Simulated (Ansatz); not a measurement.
# C₆H₁₆F₂GeN₂: up Jacob's ladder to CCSD(T)

An exercise on one series of results from a longer session: the logs are not shown, and one member is left open.

Method: functionals in def2-TZVPP, the program's frozen cores in correlated methods; program: Ansatz 0.2.0, Gaussian basis.

Levels to be run: LDA (SPW92), PBE-D4, revPBE-D4, BLYP-D4, r2SCAN-D4, B97M-V, PBE0-D4, B3LYP-D4, r2SCANh-D4, r2SCAN0-D4, HSE06-D4, BHLYP-D4, CAM-B3LYP-D4, LC-ωPBE, ωB97X-V, ωB97M-V, B2PLYP, PBE-QIDH; CCSD(T)/def2-SVP; CCSD(T)/def2-TZVPP; MP2/def2-QZVPP; extrapolation to the limit; RPA on PBE.

### The relaxed structure

An earlier PBE0-D4 in a triple-zeta def2 set relaxation fixed the geometry.

SMILES `CC(C)[NH][Ge]([F])([F])[NH]C(C)C`, 27 atoms, charge 0, spin multiplicity 1.

Atoms are counted from 1 here; the program's logs count them from 0.

Bond lengths: C1–C2 1.522 Å, C1–H12 1.093 Å, C1–H13 1.092 Å, C1–H14 1.095 Å, C2–C3 1.519 Å, C2–N4 1.460 Å, C2–H15 1.096 Å, C3–H16 1.095 Å, C3–H17 1.091 Å, C3–H18 1.092 Å, N4–Ge5 1.790 Å, N4–H19 1.011 Å, Ge5–F6 1.732 Å, Ge5–F7 1.732 Å, Ge5–N8 1.790 Å, N8–C9 1.460 Å, N8–H20 1.011 Å, C9–C10 1.522 Å and more. Angles: C2–C1–H12 111.1°, C2–C1–H13 111.0°, C2–C1–H14 110.4°, H12–C1–H13 108.4°, H12–C1–H14 107.8°, H13–C1–H14 108.0°, C1–C2–C3 111.6°, C1–C2–N4 112.6°, C1–C2–H15 108.4°, C3–C2–N4 109.5°, C3–C2–H15 108.2°, N4–C2–H15 106.3°, C2–C3–H16 110.4°, C2–C3–H17 110.8°, C2–C3–H18 111.0°, H16–C3–H17 108.1°, H16–C3–H18 107.7°, H17–C3–H18 108.8° and more.

Coordinates:

```xyz
27
charge 0, multiplicity 1
C    -1.92743   -2.48247   -1.05387
C    -1.33814   -1.56119    0.00504
C    -1.82745   -1.92343    1.39697
N    -1.61699   -0.15208   -0.25798
Ge   -0.61478    0.82044   -1.37726
F    -1.40778    2.35868   -1.45069
F    -0.58870    0.31349   -3.03338
N     1.10437    0.82896   -0.87982
C     1.52655    1.29537    0.43806
C     1.67541    2.80893    0.50366
C     2.81073    0.58900    0.83815
H    -1.67626   -3.52682   -0.85146
H    -1.55545   -2.22448   -2.04763
H    -3.01860   -2.39693   -1.06871
H    -0.24719   -1.66818   -0.01278
H    -2.91392   -1.80586    1.46282
H    -1.37102   -1.27726    2.14853
H    -1.59095   -2.96257    1.63689
H    -2.60252    0.07164   -0.26107
H     1.76218    1.04589   -1.61574
H     0.73833    0.99529    1.13850
H     0.74194    3.30588    0.23134
H     1.95938    3.13372    1.50795
H     2.45244    3.14581   -0.18984
H     3.61945    0.84496    0.14602
H     3.12529    0.88711    1.84088
H     2.67928   -0.49409    0.81922
```

Set-up of the first run:

Input file in.yaml:

```yaml
crystal:
  periodic: [false, false, false]
  atoms:
    - {symbol: C, position_ang: [-1.927426, -2.482467, -1.053869]}
    - {symbol: C, position_ang: [-1.338136, -1.561186, 0.005040]}
    - {symbol: C, position_ang: [-1.827449, -1.923432, 1.396972]}
    - {symbol: N, position_ang: [-1.616986, -0.152085, -0.257978]}
    - {symbol: Ge, position_ang: [-0.614778, 0.820437, -1.377256]}
    - {symbol: F, position_ang: [-1.407781, 2.358676, -1.450692]}
    - {symbol: F, position_ang: [-0.588696, 0.313492, -3.033381]}
    - {symbol: N, position_ang: [1.104369, 0.828961, -0.879824]}
    - {symbol: C, position_ang: [1.526546, 1.295366, 0.438062]}
    - {symbol: C, position_ang: [1.675411, 2.808926, 0.503660]}
    - {symbol: C, position_ang: [2.810729, 0.589004, 0.838147]}
    - {symbol: H, position_ang: [-1.676263, -3.526821, -0.851458]}
    - {symbol: H, position_ang: [-1.555446, -2.224478, -2.047629]}
    - {symbol: H, position_ang: [-3.018598, -2.396927, -1.068713]}
    - {symbol: H, position_ang: [-0.247190, -1.668181, -0.012785]}
    - {symbol: H, position_ang: [-2.913922, -1.805862, 1.462821]}
    - {symbol: H, position_ang: [-1.371016, -1.277259, 2.148535]}
    - {symbol: H, position_ang: [-1.590947, -2.962565, 1.636890]}
    - {symbol: H, position_ang: [-2.602525, 0.071642, -0.261068]}
    - {symbol: H, position_ang: [1.762185, 1.045888, -1.615741]}
    - {symbol: H, position_ang: [0.738331, 0.995289, 1.138501]}
    - {symbol: H, position_ang: [0.741937, 3.305876, 0.231343]}
    - {symbol: H, position_ang: [1.959385, 3.133715, 1.507946]}
    - {symbol: H, position_ang: [2.452439, 3.145809, -0.189841]}
    - {symbol: H, position_ang: [3.619455, 0.844962, 0.146018]}
    - {symbol: H, position_ang: [3.125292, 0.887108, 1.840877]}
    - {symbol: H, position_ang: [2.679280, -0.494087, 0.819222]}
basis:
  gaussian: {orbitals: def2-TZVPP}
hamiltonian: {xc: lda}
output: {orbitals: {seedname: orbitals}}
```

Among the steps run: LDA; PBE-D4 (GGA); revPBE-D4 (GGA); BLYP-D4 (GGA); r2SCAN-D4 (meta-GGA); B97M-V (meta-GGA); PBE0-D4 (hybrid); B3LYP-D4 (hybrid); r2SCANh-D4 (hybrid); r2SCAN0-D4 (hybrid); HSE06-D4 (hybrid); BHLYP-D4 (hybrid); CAM-B3LYP-D4 (range-separated); LC-ωPBE (range-separated); ωB97X-V (range-separated); ωB97M-V (range-separated); B2PLYP (double hybrid); PBE-QIDH (double hybrid).

One of the session's tables, all rows but one given; the rest of the session is left out.

It belongs to the step «Orbital energies across the functionals». 

| functional | HOMO (eV) | gap (eV) |
| --- | --- | --- |
| LDA (SPW92) | -6.03 | 5.04 |
| PBE-D4 | -5.84 | 5.15 |
| revPBE-D4 | -5.76 | 5.22 |
| BLYP-D4 | -5.72 | 5.06 |
| r2SCAN-D4 | -6.12 | 5.88 |
| B97M-V | -6.27 | 5.76 |
| PBE0-D4 | -7.25 | 7.53 |
| B3LYP-D4 | -7.02 | 6.96 |
| r2SCANh-D4 | -6.65 | 6.75 |
| r2SCAN0-D4 | -7.46 | 8.03 |
| HSE06-D4 | -6.85 | 6.75 |
| BHLYP-D4 | -8.60 | 9.66 |
| CAM-B3LYP-D4 | -8.68 | 9.82 |
| LC-ωPBE | -10.04 | 12.53 |
| ωB97X-V | ? | ? |
| ωB97M-V | -9.61 | 11.48 |

Estimate the missing values for ωB97X-V.

As computed: HOMO (eV): -9.69; gap (eV): 11.92. In the column «HOMO (eV)» it lies between LC-ωPBE (-10.04) and ωB97M-V (-9.61).
